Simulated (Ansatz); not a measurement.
# C2H6AlF: the cost of one run

Program: Ansatz 0.2.0. Level of theory: RHF/def2-SVP. These are calculated values, not measurements.

## Step 1: The starting structure

Bond lengths: F1–C2 1.325 Å, C2–C3 1.515 Å, C3–Al4 2.015 Å, C2–H5 1.118 Å, C2–H6 1.113 Å, C3–H7 1.169 Å, C3–H8 1.052 Å, Al4–H9 1.578 Å, Al4–H10 1.581 Å. Angles (14 of 15 angles, heavy atoms first): F1–C2–C3 107.8°, C2–C3–Al4 112.8°, F1–C2–H5 109.8°, F1–C2–H6 109.6°, C3–C2–H5 110.5°, C3–C2–H6 110.7°, C2–C3–H7 107.9°, C2–C3–H8 111.7°, Al4–C3–H7 104.6°, Al4–C3–H8 112.0°, C3–Al4–H9 117.2°, C3–Al4–H10 119.0°, H5–C2–H6 108.5°, H7–C3–H8 107.4°.

Coordinates:

```xyz
10

F    -1.4882    1.2282    0.1098
C    -0.3460    1.0028    0.7426
C     0.0175   -0.4527    0.5350
Al    0.4984   -0.8724   -1.3761
H     0.4529    1.6683    0.3305
H    -0.4689    1.2270    1.8259
H     0.9949   -0.6688    1.1388
H    -0.7288   -1.0960    0.9035
H     0.2898    0.2728   -2.4410
H     0.8616   -2.3604   -1.7659
```

## Step 2: Relaxing the start

Input file input.yaml:

```yaml
crystal:
  periodic: [false, false, false]
  atoms:
    - { symbol: F, position_ang: [-1.4882, 1.2282, 0.1098] }
    - { symbol: C, position_ang: [-0.346, 1.0028, 0.7426] }
    - { symbol: C, position_ang: [0.0175, -0.4527, 0.535] }
    - { symbol: Al, position_ang: [0.4984, -0.8724, -1.3761] }
    - { symbol: H, position_ang: [0.4529, 1.6683, 0.3305] }
    - { symbol: H, position_ang: [-0.4689, 1.227, 1.8259] }
    - { symbol: H, position_ang: [0.9949, -0.6688, 1.1388] }
    - { symbol: H, position_ang: [-0.7288, -1.096, 0.9035] }
    - { symbol: H, position_ang: [0.2898, 0.2728, -2.441] }
    - { symbol: H, position_ang: [0.8616, -2.3604, -1.7659] }
basis:
  gaussian: { orbitals: def2-SVP }
hamiltonian:
  xc: hf
relax:
  f_tol: 0.02
  max_steps: 40
```

On the command line:

```
> ansatz run input.yaml --threads 2 --pin off --max-ram 3072MiB --backend cpu --events-out ev --progress --plain --runs-dir out
```

What time and memory should one allow on 2 threads of Arm Neoverse N1, shared host?

About 34 s, with a peak of 0.16 GiB.
